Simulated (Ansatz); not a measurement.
# RPA@PBE0/cc-pVTZ run of CF (SMILES [C]F)

What is the electronic atomisation energy of CF at RPA@PBE0/cc-pVTZ? 

Program for the calculation: Ansatz 0.2.0.

36 further runs of the same task are left out: 36 set aside as unsound or not needed.

## 1. The molecule

CF has 2 atoms, charge 0, and is taken as a doublet. As SMILES, `[C]F`. The shape is that of a PBE0-D4/def2-TZVP optimisation.

Bond lengths: C1–F2 1.268 Å.

## 2. The energy at RPA@PBE0/cc-pVTZ

input.yaml

```yaml
crystal:
  periodic: [false, false, false]
  atoms:
    - symbol: C
      position_ang: [-0.000000, 0.000000, 0.003080]
    - symbol: F
      position_ang: [0.000000, -0.000000, 1.271320]
basis:
  gaussian: {orbitals: cc-pVTZ}
magnetization: {spin_polarized: true, initial_magnetization: 1}
hamiltonian: {xc: {name: PBE0}}
correlation: {method: rpa, frozen_orbitals: {C: 1, F: 1}}
accuracy: high
```

Run with:

```console
$ ansatz run input.yaml --threads 1 --pin off --max-ram 3480MiB --events-out events.jsonl --progress --plain --runs-dir runs
```

What it wrote:

```text
Warning: RAYON_NUM_THREADS=1 ignored (pool sized by the plan → 1); use --threads N
Functional definition: PBE0
  name "PBE0"
  parameter a = 0.25
  parameter kappa = 0.804
  parameter beta = 0.06672455060314922
  exchange = (1 - a)*pbe_x(kappa = kappa, mu = beta*pi^2/3) + a*exact_x
  correlation = pbe_c(beta = beta)
854 factors; integrals over basis functions are off by at most 2.9e-9 eV
mean field evaluation 1: about -3746.3710 eV, gradient 9.4e0 eV
mean field evaluation 2: about -3746.3729 eV, gradient 9.4e0 eV
mean field evaluation 4: about -3746.6655 eV, gradient 3.0e0 eV
mean field evaluation 8: about -3746.6950 eV, gradient 4.0e-2 eV
mean field evaluation 16: about -3746.6950 eV, gradient 5.4e-7 eV
mean field -3746.69501989 eV, -137.6885023800 hartree, gradient 9.3e-8 eV, S^2 0.754327; 0 other end points of the search recorded, 0 dependent functions left out
2 core orbitals not correlated: weight in the atoms' cores, before any rotation towards them, 1.000 or more for the frozen orbitals, at most 0.000 for the correlated occupied ones
reference -3733.72225200 eV, -137.2117619533 hartree; 6, 5 occupied and 52, 53 virtual orbitals, 854 factors
Total energy: -3747.90439499 eV, -137.7329460951 hartree
```

It took 2.4 s on 1 thread of Arm Neoverse V1, shared host; peak memory 0.16 GiB.

## 3. The C atom at the same level

molecule.yaml

```yaml
crystal:
  periodic: [false, false, false]
  atoms:
    - {symbol: C, position_ang: [0.000000, 0.000000, 0.000000]}
basis:
  gaussian: {orbitals: cc-pVTZ}
magnetization: {spin_polarized: true, initial_magnetization: 2}
hamiltonian: {xc: {name: PBE0}}
correlation: {method: rpa, frozen_orbitals: {C: 1}}
accuracy: high
```

Run with:

```console
$ ansatz run molecule.yaml --threads 1 --pin off --max-ram 3480MiB --events-out events.jsonl --progress --plain --runs-dir runs
```

What it wrote, shortened:

```text
Warning: RAYON_NUM_THREADS=1 ignored (pool sized by the plan → 1); use --threads N
[... 7 set-up lines as earlier in the session ...]
301 factors; integrals over basis functions are off by at most 2.3e-9 eV
mean field evaluation 1: about -1028.6072 eV, gradient 4.4e0 eV
mean field evaluation 2: about -1028.6070 eV, gradient 4.4e0 eV
mean field evaluation 4: about -1028.7105 eV, gradient 3.5e-1 eV
mean field evaluation 8: about -1028.7111 eV, gradient 1.2e-4 eV
mean field -1028.71114232 eV, -37.8044371947 hartree, gradient 2.0e-8 eV, S^2 2.003441; 0 other end points of the search recorded, 0 dependent functions left out
1 core orbitals not correlated: weight in the atoms' cores, before any rotation towards them, 1.000 or more for the frozen orbitals, at most 0.000 for the correlated occupied ones
reference -1025.57960468 eV, -37.6893553093 hartree; 3, 1 occupied and 26, 28 virtual orbitals, 301 factors
Total energy: -1029.46225536 eV, -37.8320400899 hartree
```

It took 0.46 s on 1 thread of Arm Neoverse V1, shared host.

## 4. The F atom

in.yaml

```yaml
crystal:
  periodic: [false, false, false]
  atoms:
    - {symbol: F, position_ang: [0.000000, 0.000000, 0.000000]}
basis:
  gaussian: {orbitals: cc-pVTZ}
magnetization: {spin_polarized: true, initial_magnetization: 1}
hamiltonian: {xc: {name: PBE0}}
correlation: {method: rpa, frozen_orbitals: {F: 1}}
accuracy: high
```

Run the same way, it converges to -99.70726 Eh (log not shown).

## 5. Summary of results

At RPA@PBE0/cc-pVTZ, 2 core orbitals frozen:

| quantity | value |
| --- | --- |
| molecule: total energy | -137.73295 Eh |
| molecule: RPA correlation energy (valence) | -521.2 mEh |
| molecule: ⟨S²⟩ of the reference determinant | 0.754 |
| C atom: total energy | -37.83204 Eh |
| C atom: RPA correlation energy (valence) | -142.7 mEh |
| C atom: ⟨S²⟩ of the reference determinant | 2.003 |
| F atom: total energy | -99.70726 Eh |
| F atom: RPA correlation energy (valence) | -305.0 mEh |
| F atom: ⟨S²⟩ of the reference determinant | 0.752 |
| electronic atomisation energy | 5.269 eV |

What this shows: Taking the molecule apart into free atoms costs 5.27 eV (122 kcal/mol), before zero-point energy and without spin-orbit coupling.
